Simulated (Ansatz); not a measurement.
**GaHF2: functionals against CCSD(T) at one geometry**

The atoms stand at a structure displaced at random from a GFN2-xTB minimum. How far do the functionals agree with CCSD(T) there?

The runs use Ansatz 0.2.0, Gaussian basis; single points in def2-TZVPP.

Cores are frozen in the correlated methods. Filled d shells of the heavier atoms are correlated.

## 1. Starting geometry

SMILES `[F][GaH][F]`, 4 atoms, charge 0, spin multiplicity 1.

Atoms are counted from 1 here; the program's logs count them from 0.

Bond lengths: F1–Ga2 1.734 Å, Ga2–F3 1.726 Å, Ga2–H4 1.502 Å. Angles: F1–Ga2–F3 117.4°, F1–Ga2–H4 118.2°, F3–Ga2–H4 124.5°.

As a file:

```xyz
4

F    -1.0490   -0.4666    1.2362
Ga    0.0074   -0.0038   -0.0585
F     1.6915   -0.3285    0.1374
H    -0.5927    0.6804   -1.2533
```

## 2. CCSD(T)/def2-TZVPP

run/in.yaml

```yaml
crystal:
  periodic: [false, false, false]
  atoms:
    - {symbol: F, position_ang: [-1.049000, -0.466600, 1.236200]}
    - {symbol: Ga, position_ang: [0.007400, -0.003800, -0.058500]}
    - {symbol: F, position_ang: [1.691500, -0.328500, 0.137400]}
    - {symbol: H, position_ang: [-0.592700, 0.680400, -1.253300]}
basis:
  gaussian: {orbitals: def2-TZVPP}
correlation: {method: ccsd_t}
output: {forces: true}
```

Launch:

```console
> ansatz run in.yaml --threads 4 --pin off --events-out ev --progress --plain --max-ram 5222MiB
```

## 3. PBE0-D4/def2-TZVPP

run/in.yaml, as its differences from that of step 2:

```diff
@@ -9,3 +9,3 @@
   gaussian: {orbitals: def2-TZVPP}
-correlation: {method: ccsd_t}
-output: {forces: true}
+hamiltonian: {xc: pbe0, dispersion: d4}
+output: {forces: true, orbitals: {seedname: orbitals}}
```

## 4. wB97M-V/def2-TZVPP

run/in.yaml, as its differences from that of step 3:

```diff
@@ -9,3 +9,3 @@
   gaussian: {orbitals: def2-TZVPP}
-hamiltonian: {xc: pbe0, dispersion: d4}
-output: {forces: true, orbitals: {seedname: orbitals}}
+hamiltonian: {xc: {name: wB97M-V}}
+output: {forces: true}
```

## 5. r2SCAN-D4/def2-TZVPP

run/in.yaml, as its differences from that of step 4:

```diff
@@ -9,3 +9,3 @@
   gaussian: {orbitals: def2-TZVPP}
-hamiltonian: {xc: {name: wB97M-V}}
+hamiltonian: {xc: r2scan, dispersion: d4}
 output: {forces: true}
```

## 6. PBE-D4/def2-TZVPP

run/in.yaml, as its differences from that of step 5:

```diff
@@ -9,3 +9,3 @@
   gaussian: {orbitals: def2-TZVPP}
-hamiltonian: {xc: r2scan, dispersion: d4}
+hamiltonian: {xc: pbe, dispersion: d4}
 output: {forces: true}
```

## 7. B97M-V/def2-TZVPP

run/in.yaml, as its differences from that of step 6:

```diff
@@ -9,3 +9,3 @@
   gaussian: {orbitals: def2-TZVPP}
-hamiltonian: {xc: pbe, dispersion: d4}
+hamiltonian: {xc: {name: B97M-V}}
 output: {forces: true}
```

## 8. BLYP-D4/def2-TZVPP

run/in.yaml, as its differences from that of step 7:

```diff
@@ -9,3 +9,3 @@
   gaussian: {orbitals: def2-TZVPP}
-hamiltonian: {xc: {name: B97M-V}}
+hamiltonian: {xc: {name: BLYP}, dispersion: d4}
 output: {forces: true}
```

(Steps that only read results are left out.)

What does the calculation give? Wanted: energy less free atoms, CCSD(T)/def2-TZVPP; RMS force component; RMS force error; HOMO and LUMO, PBE0-D4; T1 diagnostic.

As calculated:

| quantity | value |
| --- | --- |
| energy less free atoms, CCSD(T)/def2-TZVPP | -1227.5 kJ/mol |
| RMS force component | 0.214 to 0.566 eV/Å over the methods |
| RMS force error | PBE0-D4 0.023, wB97M-V 0.082, r2SCAN-D4 0.032, PBE-D4 0.285, B97M-V 0.070, BLYP-D4 0.412 eV/Å |
| HOMO and LUMO, PBE0-D4 | -10.30 and -1.32 eV |
| T1 diagnostic | 0.015 |

What this shows: Against CCSD(T) the functionals' energies less atoms differ by -22.5 to +19.7 kJ/mol, PBE-D4 by -22.5 kJ/mol. The reference is not at the basis limit: in triple zeta CCSD(T) underbinds, which counts against methods that bind more; the gaps are no ranking. For forces PBE0-D4 does best and BLYP-D4 worst. Frozen-core CCSD(T) forces in triple zeta carry basis errors of their own, and this is one geometry, so small gaps rank nothing.
